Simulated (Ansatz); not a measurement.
# YIn: energy and stress against strain

The task, for YIn: strain the cell along the Voigt pattern (0, 1, 0, 0, 0, 0).

Program: Ansatz 0.2.0. Level of theory: DFT PBEsol, scalar-relativistic, plane waves, PAW. These are calculated values, not measurements.

## 1. The system as given

The structure is cubic, space group Pm-3m (No. 221). The conventional cell has a = 3.810 Å, b = 3.810 Å, c = 3.810 Å, α = 90.00°, β = 90.00°, γ = 90.00°. Around Y (site symmetry m-3m) lie 8 In at 3.30 Å. Around In (site symmetry m-3m) lie 8 Y at 3.30 Å.

As a file:

```cif
data_structure
_symmetry_space_group_name_H-M 'Pm-3m'
_symmetry_Int_Tables_number 221
_cell_length_a 3.8100
_cell_length_b 3.8100
_cell_length_c 3.8100
_cell_angle_alpha 90.000
_cell_angle_beta 90.000
_cell_angle_gamma 90.000
_cell_volume 55.31
loop_
_atom_site_label
_atom_site_type_symbol
_atom_site_symmetry_multiplicity
_atom_site_Wyckoff_symbol
_atom_site_fract_x
_atom_site_fract_y
_atom_site_fract_z
_atom_site_occupancy
Y1 Y 1 b 0.50000 0.50000 0.50000 1
In1 In 1 a 0.00000 0.00000 0.00000 1
```

The cell is taken as given, not relaxed at this level.

## 2. The reference cell

Reference values: F = -9321.5381 eV; pressure -4.39 GPa; largest force 0.000 eV/Å; gap on the mesh none (metal). It was computed beforehand with the settings of the runs below.

## 3. Next: energy and stress against strain

The cell is strained by ε times the Voigt pattern (0, 1, 0, 0, 0, 0) (xx, yy, zz, yz, xz, xy; engineering shear), with fractional coordinates fixed (clamped ions). The stress on the pattern is the sum of the stress components weighted by it, tension positive.

## 4. ε = -0.0200

File input.yaml:

```yaml
crystal:
  lattice:
    - [3.81, 0.0, 0.0]
    - [0.0, 3.7338, 0.0]
    - [0.0, 0.0, 3.81]
  atoms:
    - { symbol: "Y", position: [0.5, 0.5, 0.5] }
    - { symbol: In, position: [0.0, 0.0, 0.0] }
basis:
  ecutwfc: 420
kpoints:
  mp_grid: { grid: [12, 12, 12] }
hamiltonian:
  xc: pbesol
scf:
  occupations: { method: gaussian, width: 0.15 }
output:
  forces: true
  stress: true
  eigenvalues: true
```

On the command line:

```sh
> ansatz run input.yaml --threads 1 --pin off --max-ram 2560MiB --backend cpu --events-out ev --progress --plain --runs-dir out
```

## 5. At ε = 0.0150

Edit input.yaml of step 4 so:

```diff
@@ -3,3 +3,3 @@
     - [3.81, 0.0, 0.0]
-    - [0.0, 3.7338, 0.0]
+    - [0.0, 3.86715, 0.0]
     - [0.0, 0.0, 3.81]
```

## 6. At ε = -0.0100

Edit input.yaml of step 5 so:

```diff
@@ -3,3 +3,3 @@
     - [3.81, 0.0, 0.0]
-    - [0.0, 3.86715, 0.0]
+    - [0.0, 3.7719, 0.0]
     - [0.0, 0.0, 3.81]
@@ -20 +20,5 @@
   eigenvalues: true
+  write_density: true
+  write_potential: true
+  elf: true
+  volumetric_format: npy
```

## 7. ε = 0.0050

Edit input.yaml of step 6 so:

```diff
@@ -3,3 +3,3 @@
     - [3.81, 0.0, 0.0]
-    - [0.0, 3.7719, 0.0]
+    - [0.0, 3.82905, 0.0]
     - [0.0, 0.0, 3.81]
@@ -20,5 +20 @@
   eigenvalues: true
-  write_density: true
-  write_potential: true
-  elf: true
-  volumetric_format: npy
```

## 8. Point ε = 0.0200

Edit input.yaml of step 7 so:

```diff
@@ -3,3 +3,3 @@
     - [3.81, 0.0, 0.0]
-    - [0.0, 3.82905, 0.0]
+    - [0.0, 3.8862, 0.0]
     - [0.0, 0.0, 3.81]
```

## 9. ε = -0.0150

Edit input.yaml of step 8 so:

```diff
@@ -3,3 +3,3 @@
     - [3.81, 0.0, 0.0]
-    - [0.0, 3.8862, 0.0]
+    - [0.0, 3.75285, 0.0]
     - [0.0, 0.0, 3.81]
@@ -20 +20,5 @@
   eigenvalues: true
+  write_density: true
+  write_potential: true
+  elf: true
+  volumetric_format: npy
```

## 10. At ε = 0.0100

Edit input.yaml of step 9 so:

```diff
@@ -3,3 +3,3 @@
     - [3.81, 0.0, 0.0]
-    - [0.0, 3.75285, 0.0]
+    - [0.0, 3.8481, 0.0]
     - [0.0, 0.0, 3.81]
@@ -20,5 +20 @@
   eigenvalues: true
-  write_density: true
-  write_potential: true
-  elf: true
-  volumetric_format: npy
```

## 11. Point ε = -0.0050

Edit input.yaml of step 10 so:

```diff
@@ -3,3 +3,3 @@
     - [3.81, 0.0, 0.0]
-    - [0.0, 3.8481, 0.0]
+    - [0.0, 3.79095, 0.0]
     - [0.0, 0.0, 3.81]
```

## 12. At ε = 0.0175

Edit input.yaml of step 11 so:

```diff
@@ -3,3 +3,3 @@
     - [3.81, 0.0, 0.0]
-    - [0.0, 3.79095, 0.0]
+    - [0.0, 3.876675, 0.0]
     - [0.0, 0.0, 3.81]
```

(Steps that only read results are left out.)

What does the calculation give? Wanted: slope of the stress at ε = 0, over ±0.0050.

As calculated:

| quantity | value |
| --- | --- |
| slope of the stress at ε = 0, over ±0.0050 | 50 GPa |

From the stress slope, C22 is about 50 GPa with the ions clamped; letting the atoms relax could not make it stiffer. The reference stands under -4.4 GPa, so this is no zero-stress constant. The energy drops below the reference, by 13.3 meV/atom at ε = -0.0200; the cell was taken as given and not relaxed at this level.
